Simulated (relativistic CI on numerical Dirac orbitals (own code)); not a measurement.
# Ir⁵⁺: O2,3 absorption multiplets

Aim: the O2,3 absorption spectrum of Ir⁵⁺ in 5 surroundings, from the same atomic integrals.

The numbers are computed with relativistic CI on numerical Dirac orbitals (own code) version 1 (Dirac-Coulomb-Breit CI, KLI orbitals optimised for each configuration, model QED (radiative potential, 1s self-energy scaled to tabulated hydrogen-like ionisation energies), valence Slater integrals scaled by 0.7, multiplet model of core-to-valence dipole absorption), except any that are marked as measured or tabulated.

### Step 1. The atom as given

```
ion                                            : Ir⁵⁺ (Ir VI)
nuclear charge                                 : 77
electrons                                      : 72
configurations                                 : [Xe] 4f14 5d4 → [Kr] 4d10 4f14 5s2 5p5 5d5
magnetising field for the dichroism, Lz and Sz : exchange field 10 meV on Sz; these come from the lowest magnetised state alone (0 K)
temperature of the isotropic spectrum          : 300 K
widths                                         : Lorentz 1.5 eV, Gauss 0.3 eV
surrounding 1                                  : free ion
surrounding 2                                  : D3d, 10Dq = 38900, Dsigma = -1200, Dtau = -10 cm⁻¹
surrounding 3                                  : D3d, 10Dq = 38900, Dsigma = -860, Dtau = -10 cm⁻¹
surrounding 4                                  : D3d, 10Dq = 38900, Dsigma = -510, Dtau = -10 cm⁻¹
surrounding 5                                  : D3d, 10Dq = 38900, Dsigma = -170, Dtau = -10 cm⁻¹
```

### Step 2. Surrounding 1: free ion

Input settings:

```ini
atom Ir  Z=77  charge=5  electrons=72
nucleus A=193  rms_radius_fm=5.4032
hamiltonian dirac-coulomb  breit=on  qed=on  c_scale=1
orbitals kli  potential=per-configuration
slater_scale 0.7
correlation none
mixing on
configurations
  [Xe] 4f14 5d4
  [Kr] 4d10 4f14 5s2 5p5 5d5
end
absorption O2,3 T=300 lorentz=1.5 gauss=0.3
crystal_field free
```

### Step 3. Surrounding 2: D3d, 10Dq = 38900, Dsigma = -1200, Dtau = -10

Settings: those of step 2 with these lines changed.

```diff
@@ -12,2 +12,2 @@
 absorption O2,3 T=300 lorentz=1.5 gauss=0.3
-crystal_field free
+crystal_field D3d 10Dq=38900 Dsigma=-1200 Dtau=-10
```

### Step 4. Surrounding 3: D3d, 10Dq = 38900, Dsigma = -860, Dtau = -10

Settings: those of step 3 with these lines changed.

```diff
@@ -12,2 +12,2 @@
 absorption O2,3 T=300 lorentz=1.5 gauss=0.3
-crystal_field D3d 10Dq=38900 Dsigma=-1200 Dtau=-10
+crystal_field D3d 10Dq=38900 Dsigma=-860 Dtau=-10
```

### Step 5. Surrounding 4: D3d, 10Dq = 38900, Dsigma = -510, Dtau = -10

Settings: those of step 4 with these lines changed.

```diff
@@ -12,2 +12,2 @@
 absorption O2,3 T=300 lorentz=1.5 gauss=0.3
-crystal_field D3d 10Dq=38900 Dsigma=-860 Dtau=-10
+crystal_field D3d 10Dq=38900 Dsigma=-510 Dtau=-10
```

### Step 6. Surrounding 5: D3d, 10Dq = 38900, Dsigma = -170, Dtau = -10

Settings: those of step 5 with these lines changed.

```diff
@@ -12,2 +12,2 @@
 absorption O2,3 T=300 lorentz=1.5 gauss=0.3
-crystal_field D3d 10Dq=38900 Dsigma=-510 Dtau=-10
+crystal_field D3d 10Dq=38900 Dsigma=-170 Dtau=-10
```

(Steps that only read results are left out.)

Before running it: what results should come out? Wanted: highest peak, first run; ground spin; core spin-orbit splitting.

The runs gave:

| surrounding | ground S | Lz (0 K) | Sz (0 K) | centroid (eV) | share of the lower edge | up to four highest peaks (% of the highest), eV |
| --- | --- | --- | --- | --- | --- | --- |
| 1: free | 1.59 | 0.04 | -0.04 | 55.57 | - | 53.5 (100), 58.5 (37) |
| 2: D3d | 1.00 | -0.02 | -0.03 | 58.78 | - | 54.5 (83), 56.2 (100), 58.8 (39), 70.8 (56) |
| 3: D3d | 1.01 | -0.02 | -0.02 | 58.75 | - | 54.5 (83), 56.2 (100), 58.8 (39), 70.8 (57) |
| 4: D3d | 1.01 | -0.01 | -0.02 | 58.72 | - | 54.5 (82), 56.2 (100), 58.8 (39), 70.8 (57) |
| 5: D3d | 1.01 | -0.01 | -0.02 | 58.71 | - | 54.5 (82), 56.2 (100), 58.8 (39), 70.8 (57) |

| quantity | value |
| --- | --- |
| highest peak, first run | 53.5 eV |
| ground spin (effective S from ⟨S²⟩) | 1.00 to 1.59 |
| core spin-orbit splitting (without Breit) | 14.28 eV |

**Reading.** The position of the maximum differs by up to 2.8 eV between the surroundings, by shifts of peaks or by peaks exchanging rank. Edge positions are free-ion values and differ from those in solids by a few eV or more.
